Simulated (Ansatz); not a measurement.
# HF + GeH₃ radical: a complex and its separated parts, part 2 of 2

Ansatz 0.2.0, Gaussian basis.

### Step 14. wB97X-V/def2-TZVPP

The inputs:

parta/in.yaml

```yaml
crystal:
  periodic: [false, false, false]
  atoms:
    - {symbol: F, position_ang: [-1.346739, -0.620040, -2.259860]}
    - {symbol: H, position_ang: [-0.886784, -0.409488, -1.491417]}
basis:
  gaussian: {orbitals: def2-TZVPP}
hamiltonian: {xc: {name: wB97X-V}}
```

partb/in.yaml

```yaml
crystal:
  periodic: [false, false, false]
  atoms:
    - {symbol: Ge, position_ang: [0.383748, 0.176530, 0.643527]}
    - {symbol: H, position_ang: [0.157575, 1.672269, 0.926978]}
    - {symbol: H, position_ang: [1.873790, -0.123785, 0.402028]}
    - {symbol: H, position_ang: [-0.181589, -0.695485, 1.778744]}
basis:
  gaussian: {orbitals: def2-TZVPP}
magnetization: {spin_polarized: true, initial_magnetization: 1}
hamiltonian: {xc: {name: wB97X-V}}
```

The same command starts each run, in its folder.

Launch:

```console
$ ansatz run in.yaml --threads 2 --pin off --events-out ev --progress --plain --max-ram 4352MiB
```

parta printed, cut to the lines that bear on the results:

```text
Functional definition: wB97X-V
  name "wB97X-V"
  cite "Mardirossian & Head-Gordon, Phys. Chem. Chem. Phys. 16, 9904 (2014) doi:10.1039/C3CP54374A"
  cite "Becke, J. Chem. Phys. 107, 8554 (1997) doi:10.1063/1.475007"
  cite "Vydrov & Van Voorhis, J. Chem. Phys. 133, 244103 (2010) doi:10.1063/1.3521275"
[...]
      + integral(e_c_pw_opposite_spin*poly(b97_u_opposite, cos0, cos1)) + vv10(b, c)
215 factors; their error is unknown
48 factors; integrals over basis functions are off by at most 2.2e-5 eV
[...]
mean field -2733.49560593 eV, -100.4541106881 hartree, gradient 1.0e-5 eV, S^2 0.000000; 0 other end points of the search recorded, 0 dependent functions left out
reference -2733.49560534 eV, -100.4541106663 hartree; 5, 5 occupied and 40, 40 virtual orbitals, 215 factors
Total energy: -2733.49560534 eV, -100.4541106663 hartree
```

Log of partb, cut to the lines that bear on the results:

```text
[... 5 set-up lines as earlier in the session ...]
[...]
      + integral(e_c_pw_opposite_spin*poly(b97_u_opposite, cos0, cos1)) + vv10(b, c)
566 factors; their error is unknown
127 factors; integrals over basis functions are off by at most 3.5e-5 eV
[...]
mean field -56560.28969600 eV, -2078.5523083867 hartree, gradient 2.3e-5 eV, S^2 0.751430; 0 other end points of the search recorded, 0 dependent functions left out
reference -56560.28969519 eV, -2078.5523083567 hartree; 18, 17 occupied and 72, 73 virtual orbitals, 566 factors
Total energy: -56560.28969519 eV, -2078.5523083567 hartree
```

Wall times: 0.45 s (parta), 3.4 s (partb) on 2 threads of Arm Neoverse V1, shared host.

### Step 15. wB97M-V/def2-TZVPP

The same edit goes into each in.yaml of step 14 (parta, partb):

```diff
-hamiltonian: {xc: {name: wB97X-V}}
+hamiltonian: {xc: {name: wB97M-V}}
```

The same command starts each run, in its folder.

Launch:

```console
$ ansatz run in.yaml --threads 2 --pin off --events-out ev --progress --plain --max-ram 4352MiB
```

Output in parta, cut to the lines that bear on the results:

```text
Functional definition: wB97M-V
  name "wB97M-V"
  cite "Mardirossian & Head-Gordon, J. Chem. Phys. 144, 214110 (2016) doi:10.1063/1.4952647"
[... 2 set-up lines as earlier in the session ...]
  # Of w^i u^j: cxij and so on, Table III.
[...]
  gx(w, u) = 1 - cx + cx01*u + cx10*w
[...]
      + integral(e_c_pw_mod_opposite_spin*gos(b97_w_opposite, b97_u_opposite)) + vv10(b, c)
215 factors; their error is unknown
48 factors; integrals over basis functions are off by at most 2.2e-5 eV
[...]
mean field -2733.67553196 eV, -100.4607228476 hartree, gradient 1.2e-5 eV, S^2 0.000000; 0 other end points of the search recorded, 0 dependent functions left out
reference -2733.67554662 eV, -100.4607233865 hartree; 5, 5 occupied and 40, 40 virtual orbitals, 215 factors
Total energy: -2733.67554662 eV, -100.4607233865 hartree
```

partb printed, cut to the lines that bear on the results:

```text
[... 5 set-up lines as earlier in the session ...]
  # Of w^i u^j: cxij and so on, Table III.
[...]
  gx(w, u) = 1 - cx + cx01*u + cx10*w
[...]
      + integral(e_c_pw_mod_opposite_spin*gos(b97_w_opposite, b97_u_opposite)) + vv10(b, c)
563 factors; their error is unknown
127 factors; integrals over basis functions are off by at most 3.5e-5 eV
[...]
mean field -56562.00173991 eV, -2078.6152248398 hartree, gradient 7.8e-5 eV, S^2 0.751248; 0 other end points of the search recorded, 0 dependent functions left out
reference -56562.00177369 eV, -2078.6152260813 hartree; 18, 17 occupied and 72, 73 virtual orbitals, 563 factors
Total energy: -56562.00177369 eV, -2078.6152260813 hartree
```

They took 0.45 s (parta), 4.1 s (partb) on 2 threads of Arm Neoverse V1, shared host.

### Step 16. B2PLYP/def2-TZVPP

Each input of step 15 (parta, partb) changes in the same lines:

```diff
-hamiltonian: {xc: {name: wB97M-V}}
+hamiltonian: {xc: {name: B2PLYP}}
```

The same command starts each run, in its folder.

Launch:

```console
$ ansatz run in.yaml --threads 2 --pin off --events-out ev --progress --plain --max-ram 4352MiB
```

parta printed, cut to the lines that bear on the results:

```text
Functional definition: B2PLYP
  name "B2PLYP"
  cite "Grimme, J. Chem. Phys. 124, 034108 (2006) doi:10.1063/1.2148954"
[... 2 set-up lines as earlier in the session ...]
[...]
287 factors; integrals over basis functions are off by at most 1.0e-3 eV
[...]
mean field -2730.72526581 eV, -100.3523025666 hartree, gradient 1.4e-6 eV, S^2 0.000000; 0 other end points of the search recorded, 0 dependent functions left out
1 core orbitals not correlated: weight in the atoms' cores, before any rotation towards them, 1.000 or more for the frozen orbitals, at most 0.000 for the correlated occupied ones
reference -2730.72532251 eV, -100.3523046502 hartree; 4, 4 occupied and 40, 40 virtual orbitals, 287 factors
second order -8.59393731 eV of doubles, -0.00000000 eV of singles
Total energy: -2733.04568559 eV, -100.4375764204 hartree
```

Output in partb, cut to the lines that bear on the results:

```text
[... 5 set-up lines as earlier in the session ...]
[...]
544 factors; integrals over basis functions are off by at most 1.0e-3 eV
[...]
mean field -56553.13536490 eV, -2078.2893915681 hartree, gradient 6.0e-6 eV, S^2 0.752336; 0 other end points of the search recorded, 0 dependent functions left out
9 core orbitals not correlated: weight in the atoms' cores, before any rotation towards them, 1.000 or more for the frozen orbitals, at most 0.000 for the correlated occupied ones
reference -56553.13548972 eV, -2078.2893961550 hartree; 9, 8 occupied and 72, 73 virtual orbitals, 544 factors
second order -8.32055297 eV of doubles, -0.00000000 eV of singles
Total energy: -56555.38203902 eV, -2078.3719553190 hartree
```

Times: 0.25 s (parta), 1.6 s (partb) on 2 threads of Arm Neoverse V1, shared host.

### Step 17. PBE-QIDH/def2-TZVPP

The same edit goes into each in.yaml of step 16 (parta, partb):

```diff
-hamiltonian: {xc: {name: B2PLYP}}
+hamiltonian: {xc: {name: PBE-QIDH}}
```

Each run has its own folder and the same command.

Launch:

```console
$ ansatz run in.yaml --threads 2 --pin off --events-out ev --progress --plain --max-ram 4352MiB
```

Output in parta, cut to the lines that bear on the results:

```text
Functional definition: PBE-QIDH
  name "PBE-QIDH"
  cite "Brémond, Sancho-García, Pérez-Jiménez & Adamo, J. Chem. Phys. 141, 031101 (2014) doi:10.1063/1.4890314"
[... 1 set-up line as earlier in the session ...]
[...]
287 factors; integrals over basis functions are off by at most 1.0e-3 eV
[...]
mean field -2728.92254998 eV, -100.2860539817 hartree, gradient 3.8e-6 eV, S^2 0.000000; 0 other end points of the search recorded, 0 dependent functions left out
1 core orbitals not correlated: weight in the atoms' cores, before any rotation towards them, 1.000 or more for the frozen orbitals, at most 0.000 for the correlated occupied ones
reference -2728.92255333 eV, -100.2860541049 hartree; 4, 4 occupied and 40, 40 virtual orbitals, 287 factors
second order -8.07145436 eV of doubles, -0.00000000 eV of singles
Total energy: -2731.61303812 eV, -100.3849275971 hartree
```

partb printed, cut to the lines that bear on the results:

```text
[... 4 set-up lines as earlier in the session ...]
[...]
544 factors; integrals over basis functions are off by at most 1.0e-3 eV
[...]
mean field -56546.82057469 eV, -2078.0573273082 hartree, gradient 2.6e-6 eV, S^2 0.753486; 0 other end points of the search recorded, 0 dependent functions left out
9 core orbitals not correlated: weight in the atoms' cores, before any rotation towards them, 1.000 or more for the frozen orbitals, at most 0.000 for the correlated occupied ones
reference -56546.82058418 eV, -2078.0573276570 hartree; 9, 8 occupied and 72, 73 virtual orbitals, 544 factors
second order -7.71243025 eV of doubles, -0.00000000 eV of singles
Total energy: -56549.39139427 eV, -2078.1518031851 hartree
```

Wall times: 0.25 s (parta), 1.8 s (partb) on 2 threads of Arm Neoverse V1, shared host.

### Step 18. RPA on PBE/def2-TZVPP

Each input of step 17 (parta, partb) changes in the same lines:

```diff
-hamiltonian: {xc: {name: PBE-QIDH}}
+hamiltonian: {xc: pbe}
+correlation: {method: rpa}
```

One command serves all of them, each in its own folder.

Launch:

```console
$ ansatz run in.yaml --threads 2 --pin off --events-out ev --progress --plain --max-ram 4352MiB
```

Log of parta, cut to the lines that bear on the results:

```text
[... 4 set-up lines as earlier in the session ...]
[...]
287 factors; integrals over basis functions are off by at most 1.0e-3 eV
[...]
mean field -2731.84354920 eV, -100.3933987230 hartree, gradient 9.2e-7 eV, S^2 0.000000; 0 other end points of the search recorded, 0 dependent functions left out
1 core orbitals not correlated: weight in the atoms' cores, before any rotation towards them, 1.000 or more for the frozen orbitals, at most 0.000 for the correlated occupied ones
reference -2722.68132001 eV, -100.0566930107 hartree; 4, 4 occupied and 40, 40 virtual orbitals, 287 factors
Total energy: -2733.63265049 eV, -100.4591469828 hartree
```

Log of partb, cut to the lines that bear on the results:

```text
[... 4 set-up lines as earlier in the session ...]
[...]
544 factors; integrals over basis functions are off by at most 1.0e-3 eV
[...]
mean field -56556.73721047 eV, -2078.4217569515 hartree, gradient 4.1e-7 eV, S^2 0.751793; 0 other end points of the search recorded, 0 dependent functions left out
9 core orbitals not correlated: weight in the atoms' cores, before any rotation towards them, 1.000 or more for the frozen orbitals, at most 0.000 for the correlated occupied ones
reference -56519.15049335 eV, -2077.0404705746 hartree; 9, 8 occupied and 72, 73 virtual orbitals, 544 factors
Total energy: -56530.95289028 eV, -2077.4742006617 hartree
```

Times: 0.25 s (parta), 1.4 s (partb) on 2 threads of Arm Neoverse V1, shared host.

### Step 19. CCSD(T)/def2-TZVPP

parta/in.yaml: that of step 18 with these lines changed.

```diff
@@ -7,3 +7,2 @@
   gaussian: {orbitals: def2-TZVPP}
-hamiltonian: {xc: pbe}
-correlation: {method: rpa}
+correlation: {method: ccsd_t}
```

partb/in.yaml: that of step 18 with these lines changed.

```diff
@@ -10,3 +10,3 @@
 magnetization: {spin_polarized: true, initial_magnetization: 1}
-hamiltonian: {xc: pbe}
-correlation: {method: rpa}
+correlation: {method: ccsd_t}
+scf: {omitted_lower_state_checks: [cluster_reference]}
```

Each run has its own folder and the same command.

Launch:

```console
$ ansatz run in.yaml --threads 2 --pin off --events-out ev --progress --plain --max-ram 4352MiB
```

parta printed, cut to the lines that bear on the results:

```text
Functional definition: HF
  name "HF"
  cite "Fock, Z. Phys. 61, 126 (1930) doi:10.1007/BF01340294"
[... 1 set-up line as earlier in the session ...]
[...]
287 factors; integrals over basis functions are off by at most 1.0e-3 eV
[...]
mean field -2722.91277280 eV, -100.0651987440 hartree, gradient 4.5e-6 eV, S^2 0.000000; 0 other end points of the search recorded, 0 dependent functions left out
1 core orbitals not correlated: weight in the atoms' cores, before any rotation towards them, 1.000 or more for the frozen orbitals, at most 0.000 for the correlated occupied ones
reference -2722.91277280 eV, -100.0651987440 hartree; 4, 4 occupied and 40, 40 virtual orbitals, 287 factors
second order -7.36479708 eV of doubles, -0.00000000 eV of singles
cycle   1  -7.29617426 eV  change    6.9e-2 eV  update   3.9e-2
[...]
cycle   8  -7.43084583 eV  change    7.4e-7 eV  update   3.3e-6
perturbative correction -0.17033189 eV, -0.0062595816 hartree
Total energy: -2730.51395053 eV, -100.3445368732 hartree
```

Log of partb, cut to the lines that bear on the results:

```text
[... 4 set-up lines as earlier in the session ...]
[...]
544 factors; integrals over basis functions are off by at most 1.0e-3 eV
[...]
mean field -56519.92380503 eV, -2077.0688892544 hartree, gradient 2.0e-6 eV, S^2 0.754851; 0 other end points of the search recorded, 0 dependent functions left out
[...]
reference -56519.92380503 eV, -2077.0688892544 hartree; 9, 8 occupied and 72, 73 virtual orbitals, 544 factors
second order -6.81056693 eV of doubles, -0.00000000 eV of singles
cycle   1  -6.93066191 eV  change   -1.2e-1 eV  update   7.0e-2
[...]
cycle   9  -7.26234758 eV  change    4.3e-6 eV  update   1.4e-5
perturbative correction -0.21716702 eV, -0.0079807409 hartree
Total energy: -56527.40331963 eV, -2077.3437563462 hartree
Checks for a lower state left out: cluster_reference
```

Wall times: 0.25 s (parta), 4.6 s (partb) on 2 threads of Arm Neoverse V1, shared host; peak memory 0.38 GiB.

### Step 20. Vibrations of HF

vib-parta/in.yaml

```yaml
crystal:
  periodic: [false, false, false]
  atoms:
    - {symbol: F, position_ang: [-1.346739, -0.620040, -2.259860]}
    - {symbol: H, position_ang: [-0.886784, -0.409488, -1.491417]}
basis:
  gaussian: {orbitals: def2-TZVP}
hamiltonian: {xc: pbe0, dispersion: d4}
phonons: {temperatures: {t_min: 298.15, t_max: 900, t_step: 200}}
```

Launch:

```console
$ ansatz run in.yaml --threads 2 --pin off --events-out ev --progress --plain --max-ram 4352MiB
```

The program printed, cut to the lines that bear on the results:

```text
[... 5 set-up lines as earlier in the session ...]
[...]
200 factors; their error is unknown
[...]
mean field -2731.80169989 eV, -100.3918607893 hartree, gradient 6.8e-6 eV, S^2 0.000000; 0 other end points of the search recorded, 0 dependent functions left out
[...]
reference -2731.80150972 eV, -100.3918538006 hartree; 5, 5 occupied and 32, 32 virtual orbitals, 200 factors
Total energy: -2731.80322160 eV, -100.3919167112 hartree
Atom 0 at    -1.346739    -0.620040    -2.259860 Å, force    -0.001692    -0.000774    -0.002826 eV/Å
Atom 1 at    -0.886784    -0.409488    -1.491417 Å, force     0.001692     0.000774     0.002826 eV/Å
Dipole moment:     0.200384     0.091729     0.334780 e Å
Vibrations: 4153.71 cm⁻¹, zero-point energy 0.257497 eV
```

Run time: 1.2 s. Hardware: 2 threads of Arm Neoverse V1, shared host.

The modes, with what each moves most:

```csv
mode,wavenumber (cm⁻¹),character
1,4154,F–H stretch
```

Vibrational sums (real modes only):

```csv
T (K),entropy (J/mol/K),heat capacity (J/mol/K)
298,0.0,0.0
498,0.0,0.0
698,0.0,0.1
898,0.1,0.5
```

### Step 21. Vibrations of GeH₃ radical

vib-partb/in.yaml

```yaml
crystal:
  periodic: [false, false, false]
  atoms:
    - {symbol: Ge, position_ang: [0.383748, 0.176530, 0.643527]}
    - {symbol: H, position_ang: [0.157575, 1.672269, 0.926978]}
    - {symbol: H, position_ang: [1.873790, -0.123785, 0.402028]}
    - {symbol: H, position_ang: [-0.181589, -0.695485, 1.778744]}
basis:
  gaussian: {orbitals: def2-TZVP}
magnetization: {spin_polarized: true, initial_magnetization: 1}
hamiltonian: {xc: pbe0, dispersion: d4}
phonons: {temperatures: {t_min: 298.15, t_max: 900, t_step: 200}}
```

Launch:

```console
$ ansatz run in.yaml --threads 2 --pin off --events-out ev --progress --plain --max-ram 4352MiB
```

The program printed, cut to the lines that bear on the results:

```text
[... 5 set-up lines as earlier in the session ...]
[...]
533 factors; their error is unknown
[...]
mean field -56558.31508510 eV, -2078.4797427747 hartree, gradient 5.8e-5 eV, S^2 0.752138; 0 other end points of the search recorded, 0 dependent functions left out
[...]
Atom 1 at     0.157575     1.672269     0.926978 Å, force     0.000090    -0.000574    -0.000109 eV/Å
Atom 2 at     1.873790    -0.123785     0.402028 Å, force    -0.000569     0.000116     0.000095 eV/Å
Atom 3 at    -0.181589    -0.695485     1.778744 Å, force     0.000220     0.000333    -0.000436 eV/Å
Dipole moment:    -0.003638    -0.001682    -0.006125 e Å
Vibrations: 694.27 854.94 854.99 2110.88 2151.43 2151.44 cm⁻¹, zero-point energy 0.546644 eV
```

It took 9 s on 2 threads of Arm Neoverse V1, shared host.

The modes, with what each moves most:

```csv
mode,wavenumber (cm⁻¹),character
1,694,bend
2,855,bend
3,855,bend
4,2111,Ge–H stretch
5,2151,Ge–H stretch
6,2151,Ge–H stretch
```

Vibrational sums (real modes only):

```csv
T (K),entropy (J/mol/K),heat capacity (J/mol/K)
298,2.7,8.3
498,9.4,18.2
698,16.9,26.0
898,24.2,31.9
```

### Step 22. Complex less separated parts

The complex's own energies come from single points at the same levels.

Rows are in def2-TZVPP; times add the 3 runs of a level on a shared host, so small differences are noise.

```csv
method,rung,complex less parts (kcal/mol),from CCSD(T) (kcal/mol),time
SPW92,LDA,-5.15,-3.72,1.6 s
PBE-D4,GGA,-3.49,-2.06,2.9 s
BLYP-D4,GGA,-3.06,-1.63,2.9 s
r2SCAN-D4,meta-GGA,-2.71,-1.28,6.6 s
B97M-V,meta-GGA,-2.26,-0.83,11 s
PBE0-D4,hybrid,-2.66,-1.23,3.6 s
B3LYP-D4,hybrid,-2.65,-1.22,3.7 s
r2SCAN0-D4,hybrid,-2.33,-0.90,7.9 s
BHLYP-D4,hybrid,-2.03,-0.60,3.8 s
CAM-B3LYP-D4,range-separated hybrid,-2.64,-1.21,4 s
wB97X-V,range-separated hybrid,-2.12,-0.69,10 s
wB97M-V,range-separated hybrid,-1.63,-0.20,13 s
B2PLYP,double hybrid,-1.80,-0.37,5.2 s
PBE-QIDH,double hybrid,-1.71,-0.28,5.3 s
RPA on PBE,RPA,-0.79,+0.64,4.7 s
Hartree-Fock,wavefunction,0.69,+2.12,
MP2,wavefunction,-1.51,-0.08,
CCSD,wavefunction,-1.17,+0.26,
CCSD(T),wavefunction,-1.43,0,28 s
```

Among the levels timed on like hardware and quicker than the yardstick, those that no quicker one beats, quickest first: SPW92 (1.6 s, -3.72 kcal/mol); BLYP-D4 (2.9 s, -1.63 kcal/mol); PBE0-D4 (3.6 s, -1.23 kcal/mol); B3LYP-D4 (3.7 s, -1.22 kcal/mol); BHLYP-D4 (3.8 s, -0.60 kcal/mol); B2PLYP (5.2 s, -0.37 kcal/mol); PBE-QIDH (5.3 s, -0.28 kcal/mol); wB97M-V (13 s, -0.20 kcal/mol).

wB97M-V reaches 0.20 kcal/mol from the reference in 13 s, where CCSD(T) took 28 s; the quickest level in the cost chart, SPW92, takes 1.6 s and misses by 3.72 kcal/mol.

The complex's zero-point energy, from a separate PBE0-D4 run, is 0.839 eV.

### Step 23. Summary of results

What follows sums up all 2 parts.

| quantity | value |
| --- | --- |
| complex less parts, CCSD(T)/def2-TZVPP | -1.43 kcal/mol |
| with zero-point energy | -0.62 kcal/mol |
| largest T1 diagnostic | 0.012 |

**Reading.** At CCSD(T) the complex lies 1.43 kcal/mol below its parts. wB97M-V is the best functional here (-0.20 kcal/mol from CCSD(T)); SPW92 is the worst (-3.72 kcal/mol). Mean unsigned error by rung: LDA 3.72, GGA 1.84, meta-GGA 1.06, hybrid 0.99, range-separated hybrid 0.70, double hybrid 0.32 kcal/mol. PBE-D4 gives a relative energy 2.06 kcal/mol too low, an error of 144 % of the reference. No counterpoise was applied, and triple zeta lacks some correlation, so the CCSD(T) reference has a basis error of its own, and close matches with it are partly luck.
